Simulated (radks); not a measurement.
# B⁴⁺ in 1s1: an all-electron calculation

The task here is to estimate one member of a computed series from the others.

The numbers are computed with radks (a radial shooting solver on a logarithmic mesh, Libxc functionals) version 1 (Dirac Kohn-Sham, LDA (Slater exchange, Perdew-Zunger correlation), spin-unpolarised, spherical densities, finite nucleus), except any that are marked as measured or tabulated.

**Starting point**

```
element            : boron (Z = 5)
charge             : +4
electrons          : 1
configuration      : 1s1
nuclear rms radius : 2.406 fm
```

The outer shells:

B⁴⁺
```
1s [↑ ]
```

Set-up of the first run:

Settings of this run:

```text
Z 5
configuration 1s1 2s0 2p0
relativity Dirac
functional lda,pz
spin unpolarised
j_filling energy
nucleus finite rms 2.406 fm
c 137.035999084
```

One of the session's tables, all rows but one given; the rest of the session is left out.

It belongs to the step «Shells». Radial density 4πr²ρ:

| r (bohr) | 4πr²ρ (e/bohr) |
| --- | --- |
| 0.0101 | 0.04428 |
| 0.0134 | 0.07613 |
| 0.0179 | 0.1295 |
| 0.0241 | 0.2199 |
| 0.0321 | 0.3609 |
| 0.0428 | 0.5766 |
| 0.0571 | 0.8890 |
| 0.0761 | ? |
| 0.102 | 1.819 |
| 0.137 | 2.304 |
| 0.182 | 2.609 |
| 0.243 | 2.549 |
| 0.324 | 2.047 |
| 0.432 | 1.269 |
| 0.581 | 0.5411 |
| 0.775 | 0.1480 |
| 1.03 | 0.02193 |
| 1.38 | 0.001439 |

Q: Estimate the row for r (bohr) = 0.0761 from the others.

Worked estimate for «4πr²ρ (e/bohr)». A straight line through the neighbours (0.0571, 0.8890) and (0.102, 1.819) gives 0.8890 + (1.819 − 0.8890) × (0.0761 − 0.0571) / (0.102 − 0.0571) = 1.283; a parabola fitted to 4 rows on both sides gives 1.325.

**Answer.** 4πr²ρ (e/bohr): 1.307. In «4πr²ρ (e/bohr)» the line misses by -0.024 and the parabola by +0.018.

Limits of these values: Spin polarisation and multiplet splitting are left out.
